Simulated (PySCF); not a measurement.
**The bond of CoCl−, level by level**

An exercise on one series of results from a longer session: the logs are not shown, and one member is left open.

Program: PySCF 2.14.0. Level of theory: Co def2-TZVPPD, Cl def2-TZVPPD, no relativity. These are calculated values, not measurements.

1 further run of the same task is left out (it didn't finish).

The first run:

Settings of the job:

| Item | Value |
| --- | --- |
| atoms | Co, Cl |
| charge | -1 |
| basis | Co def2-TZVPPD, Cl def2-TZVPPD |
| Hamiltonian | no relativity |
| basis functions | 118 |
| electrons treated | 45 |
| masses in u | 58.9332, 34.9689 |
| levels | PBE0, PBE, r²SCAN, PBEsol, r²SCAN0, BHandHLYP, PW91, LC-ωPBE, HF, MP2, SCS-MP2 |
| grid | 80 radial by 434 angular points |
| occupations | held fixed by the projection of orbital angular momentum |
| dissociation limit | Co + Cl−, each in its ground configuration |
| starting distance in angstrom | 2.140 |
| values of 2S to try | 1, 3, 5 |

Started as:

```sh
$ OMP_NUM_THREADS=2 python dia.py task.json out
```

Steps of the session up to this table: Input; First curve: PBE0; Other states along the same grid; PBE; r²SCAN (meta-GGA); PBEsol (GGA); r²SCAN0 (hybrid meta-GGA); BHandHLYP; PW91 (GGA); LC-ωPBE (range-separated hybrid); UHF (mean field).

One of the session's tables, all rows but one given; the rest of the session is left out.

```
      level  Re (Å)  ωe (cm⁻¹)  De (eV)  μ (D)
        UHF       ?          ?        ?      ?
    UHF-MP2   2.358      239.4     1.07    n/a
UHF-SCS-MP2   2.390      230.7     0.99    n/a
        PBE   2.221      292.5     2.11   0.60
     PBEsol   2.175        317     2.41   0.83
       PW91   2.218      293.9     2.15   0.51
     r²SCAN   2.220        301     1.82   0.78
       PBE0   2.248      286.0     1.53   0.56
    r²SCAN0   2.259      283.2     1.38   0.70
  BHandHLYP   2.374      234.0     1.03   0.31
    LC-ωPBE   2.210        311     2.00   0.75
```

Q: Estimate the row for UHF from the others.

The run gave: Re (Å): 2.476; ωe (cm⁻¹): 213.7; De (eV): 0.89; μ (D): 0.59. In the column «Re (Å)» it is the highest.

De is counted to Co + Cl− in their ground configurations. A positive dipole points from Co to Cl; in an ion it is taken about the centre of mass and does not tell which atom is negative.

Time per point (s) on 2 threads of Arm Neoverse V1, shared host (CPU time, shared integrals of 1.1 s apart; correlated levels include their reference); the times are rough: UHF 5, UHF-MP2 8.7, UHF-SCS-MP2 8.7, PBE 5.5, PBEsol 2.7, PW91 4.2, r²SCAN 4.7, PBE0 8.4, r²SCAN0 9, BHandHLYP 13, LC-ωPBE 7.6.

To keep in mind: Lowest PBE0 solution found, without spin–orbit coupling: quartet, unpaired electrons σ ↑, π ↑, δ ↑. The state is the lowest single determinant that the PBE0 search found; with open d or f shells the true ground state can be another one. Warnings in the runs' records: inverted.
